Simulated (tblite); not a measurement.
# C4H11NSi2: the cost of one run

Programs: tblite 0.8.0 and PySCF 2.14.0, with density-fitted response routines of our own. Each step states its level of theory. These are calculated values for one molecule in the gas phase, unless marked as measured. Atoms are numbered from 0 throughout.

**1. Starting geometry**

18 atoms, charge 0, multiplicity 1; geometry from: force field or distance geometry start.

Bonds of the start (Å): C0–C1 1.21, C1–Si2 1.82, Si2–N3 1.79, Si2–Si4 2.21, Si2–C5 1.86, C5–C6 1.49, C0–H7 1.08, N3–H8 1.03, N3–H9 1.03, Si4–H10 1.48, Si4–H11 1.47, Si4–H12 1.47, C5–H13 1.12, C5–H14 1.10, C6–H15 1.12, C6–H16 1.12, C6–H17 1.12.

**2. Geometry optimisation with GFN2-xTB**

Job settings and geometry (Å):

```
{"job": {"kind": "relax", "xc": "GFN2-xTB", "basis": "xTB"}, "charge": 0, "multiplicity": 1}
C     -0.515000     2.549300     1.182100
C     -0.185800     1.592500     0.510500
Si     0.329400     0.159800    -0.491700
N      0.325600     0.712100    -2.191400
Si     2.301600    -0.503800     0.247500
C     -0.857000    -1.247300    -0.248100
C     -1.818300    -0.889500     0.829700
H     -0.810900     3.414700     1.758700
H     -0.415600     1.403100    -2.381000
H      1.256100     0.993800    -2.524900
H      3.216000    -0.675700    -0.898400
H      2.141800    -1.838700     0.845900
H      2.852400     0.408100     1.263800
H     -0.293200    -2.154100     0.083600
H     -1.302700    -1.465600    -1.224600
H     -2.230700    -1.844500     1.247000
H     -1.323600    -0.260100     1.612100
H     -2.678800    -0.347800     0.367600
```

Run with:

```sh
$ OMP_NUM_THREADS=1 python probes_run.py task.json out
```

This one command runs all jobs of the session in turn.

Q: Estimate the wall time of this first job on 1 thread of Arm Neoverse N1, shared host.

About 2.1 s.
